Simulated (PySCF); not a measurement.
# ClGeH5OSi: the cost of one run

Computed with PySCF 2.14.0, with density-fitted response routines of our own, on a single molecule in the gas phase. Atoms count from 0, in the outputs and in this text.

## Step 1: The molecule as given

9 atoms, charge 0, multiplicity 1; geometry from: GFN2-xTB. The atoms were then displaced at random by about 0.01 Å, so the start is not that level's minimum.

Bonds of the start (Å): Si0–O1 1.61, O1–Ge2 1.71, Ge2–Cl3 2.09, Si0–H4 1.49, Si0–H5 1.46, Si0–H6 1.45, Ge2–H7 1.52, Ge2–H8 1.53.

## Step 2: Relaxing the molecule at PBE0-D3(BJ)/def2-SVP

The job: settings as JSON, then the geometry in Å.

```
{"job": {"xc": "PBE0", "basis": "def2-SVP", "d3": "d3bj", "grid": 1, "shake": 0.01, "kind": "geom"}, "charge": 0, "multiplicity": 1}
Si    -1.606190    -0.111150    -0.168640
O     -0.126700     0.060730     0.429740
Ge     1.573100     0.175030     0.284210
Cl     2.228470    -1.120510    -1.221620
H     -2.046480     1.231690    -0.645470
H     -2.396810    -0.559560     0.971310
H     -1.601230    -1.043390    -1.280860
H      1.944260     1.611750    -0.063730
H      2.089400    -0.261730     1.661340
```

On the command line:

```sh
$ OMP_NUM_THREADS=1 python probes_run.py task.json out
```

One launch serves the whole session: the jobs run in the order shown.

**Question.** How long does this first job take on 1 thread of Arm Neoverse V1, shared host, and how much memory does it need?

About 52 s, with a peak of 0.43 GiB.
